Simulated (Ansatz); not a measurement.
# As2P3: the cost of one run

Method: DFT PBE, scalar-relativistic, plane waves, PAW, in Ansatz 0.2.0.

## 1. The system as given

Symmetry: P-3m1, No. 164, trigonal system. The conventional cell has a = 4.408 Å, b = 4.408 Å, c = 5.323 Å, α = 90.00°, β = 90.00°, γ = 120.00°. P (site symmetry -3m) has 6 As at 2.65 Å as nearest neighbours. P (site symmetry 3m) has 5 As at 2.59 to 2.84 Å and 3 P at 2.87 Å as nearest neighbours. As (site symmetry 3m) is surrounded by 8 P at 2.59 to 2.84 Å and 3 As at 2.94 Å.

Coordinates:

```cif
data_structure
_symmetry_space_group_name_H-M 'P-3m1'
_symmetry_Int_Tables_number 164
_cell_length_a 4.4084
_cell_length_b 4.4084
_cell_length_c 5.3228
_cell_angle_alpha 90.000
_cell_angle_beta 90.000
_cell_angle_gamma 120.000
_cell_volume 89.58
loop_
_atom_site_label
_atom_site_type_symbol
_atom_site_symmetry_multiplicity
_atom_site_Wyckoff_symbol
_atom_site_fract_x
_atom_site_fract_y
_atom_site_fract_z
_atom_site_occupancy
P1 P 1 a 0.00000 0.00000 0.00000 1
P2 P 2 d 0.33333 0.66667 0.62500 1
As1 As 2 d 0.33333 0.66667 0.13800 1
```

This is candidate A: Ga3Ni2 type (P-3m1, No. 164).

(A quick probe on a coarse mesh, which set the mesh and smearing, is not shown.)

## 3. Rough relaxation on the coarse mesh (candidate A)

input.yaml

```yaml
crystal:
  lattice:
    - [4.4084203751, 0.0, 0.0]
    - [-2.2042101875, 3.8178040353, 0.0]
    - [0.0, 0.0, 5.3227610578]
  atoms:
    - { symbol: P, position: [0.0, 0.0, 0.0] }
    - { symbol: P, position: [0.3333333333, 0.6666666667, 0.625] }
    - { symbol: P, position: [0.6666666667, 0.3333333333, 0.375] }
    - { symbol: As, position: [0.3333333333, 0.6666666667, 0.138] }
    - { symbol: As, position: [0.6666666667, 0.3333333333, 0.862] }
basis:
  ecutwfc: 420
kpoints:
  mp_grid: { grid: [6, 6, 4] }
hamiltonian:
  xc: pbe
scf:
  occupations: { method: gaussian, width: 0.1 }
  lower_state_search: "off"
output:
  forces: true
  stress: true
  eigenvalues: true
relax:
  adjacent_minimum: "off"
  f_tol: 0.04
  max_steps: 70
  cell: { stress_tol: 0.4 }
```

Run with:

```bash
> ansatz run input.yaml --threads 1 --pin off --max-ram 2560MiB --backend cpu --events-out ev --progress --plain --runs-dir out
```

What time and memory should one allow on 1 thread of Intel Xeon 6975P-C (Granite Rapids), shared host?

About 29 s, with a peak of 0.42 GiB.
